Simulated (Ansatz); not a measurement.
# The tin atom (triplet): from Hartree-Fock to the top rungs, def2-TZVPD

Aim: climb from Hartree-Fock through coupled cluster and multireference methods for the tin atom (triplet) at one geometry and basis, and see what each rung misses.

Program: Ansatz 0.2.0, Gaussian basis. Level of theory: def2-TZVPD, core rule «outside noble gas», up to 9 orbitals frozen. These are calculated values, not measurements.

To be run: CCSD(T) on UHF; BCCD(T) on ROHF; CISD; CCSDT(Q) on ROHF; CCSDT(Q) on UHF; CASSCF and MRCISD+Q, 4 electrons in 4 orbitals; CASSCF and MRCISD+Q(relaxed), 4 electrons in 4 orbitals; CASSCF and NEVPT4(SD), 4 electrons in 4 orbitals; CASSCF and NEVPT2, 4 electrons in 4 orbitals; Full CI.

**1. The atom**

A free atom, in its lowest state of this spin that the program finds. No spin-orbit coupling is included. Elements past krypton take def2 core potentials.

1 atom, charge 0, spin multiplicity 3.

**2. CCSD(T) on UHF**

File in.yaml:

```yaml
crystal:
  periodic: [false, false, false]
  atoms:
    - {symbol: Sn, position_ang: [0.000000, 0.000000, 0.000000]}
basis:
  gaussian: {orbitals: def2-TZVPD}
magnetization: {spin_polarized: true, initial_magnetization: 2}
correlation: {method: ccsd_t, electrons: outside_noble_gas}
```

Launch:

```sh
$ ansatz run in.yaml --threads 1 --pin off --events-out ev --progress --plain --max-ram 7833MiB
```

The runs that follow: BCCD(T) on ROHF; CISD; CCSDT(Q) on ROHF; CCSDT(Q) on UHF; CASSCF and MRCISD+Q, 4 electrons in 4 orbitals; CASSCF and MRCISD+Q(relaxed), 4 electrons in 4 orbitals; CASSCF and NEVPT4(SD), 4 electrons in 4 orbitals; CASSCF and NEVPT2, 4 electrons in 4 orbitals; Full CI.

**Question.** What will the summary of the whole plan be? Wanted: FCI below the UHF energy; UMP2 from FCI; UCCSD(T) from FCI; UCCSDT(Q) from FCI; NEVPT2 valence from FCI; NEVPT4(SD) valence from FCI; MRCISD+Q valence from FCI; effectively unpaired electrons.

As calculated:

| quantity | value |
| --- | --- |
| FCI below the UHF energy | -1.5637 eV |
| UMP2 from FCI | +389.9 meV |
| UCCSD(T) from FCI | -4.2 meV |
| UCCSDT(Q) from FCI | -17.4 meV |
| NEVPT2 valence from FCI | +307.8 meV |
| NEVPT4(SD) valence from FCI | +24.0 meV |
| MRCISD+Q valence from FCI | -10.2 meV |
| levels within 1 kcal/mol (43 meV) | UCCSD, UCCSD(T), BCCD(T), UCCSDT, UCCSDT(Q), NEVPT4(SD) valence, MRCISD+Q valence, MRCISD+Q(relaxed) valence |
| effectively unpaired electrons | 2.03 |

In words: UCCSD(T) lands -4.2 meV from the yardstick (0.3 % of the correlation energy). UCCSD(T), UCCSDT, UCCSDT(Q), MRCISD+Q valence, MRCISD+Q(relaxed) valence fall below full CI: unrestricted runs freeze a spin-polarised core, another one than full CI's, and coupled cluster isn't variational. One determinant dominates. Of the multireference levels listed MRCISD+Q valence comes nearest in total energy (-10.2 meV), which doesn't show that its space is the better one. These misses are within one basis, not against nature; the frozen cores of restricted and unrestricted runs differ, which can shift their rows.
